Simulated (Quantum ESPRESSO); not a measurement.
The system is Si.

```
Si
1.0
     0.00000    2.72908    2.70507
     2.72908    0.00000    2.70507
     2.72908    2.72908    0.00000
Si
2
Direct
  0.00000 0.00000 0.00000
  0.25000 0.25000 0.25000
```

- Program: Quantum ESPRESSO 7.5
- Task: phonons
- Functional: PBE
- Potentials or basis: PseudoDojo 0.4.1 SR PBE standard
- Cutoff: 490 eV
- Density cutoff: 1959 eV
- k mesh: 10 × 10 × 10, shifted
- Occupations: fermi-dirac, width 0.01 eV
- Spin: no spin polarisation
- Mixing beta: 0.5
- Most SCF iterations: 120
- SCF threshold: 4e-10 Ry

The first run showed a gap, so the response started from a second, tighter run with fixed occupations.

Problem. Which optical modes does the crystal have at the zone centre, and which show in infrared and Raman spectra?

Solution. The optical modes are B2g + Eg. None is infrared active. Raman active: B2g + Eg.

Optical modes at Γ, degenerate ones joined, polar ones without the macroscopic field:
```csv
cm⁻¹,components,symmetry,active in,"IR intensity, summed ((D/Å)²/amu)"
510,1,B2g,Raman,0.00
511,2,Eg,Raman,0.00
```

Born effective charge tensors (e):
atom 1, Si
```
0.00 0.00 0.00
0.00 0.00 0.00
0.00 0.00 0.00
```
atom 2, Si
```
0.00 0.00 0.00
0.00 0.00 0.00
0.00 0.00 0.00
```
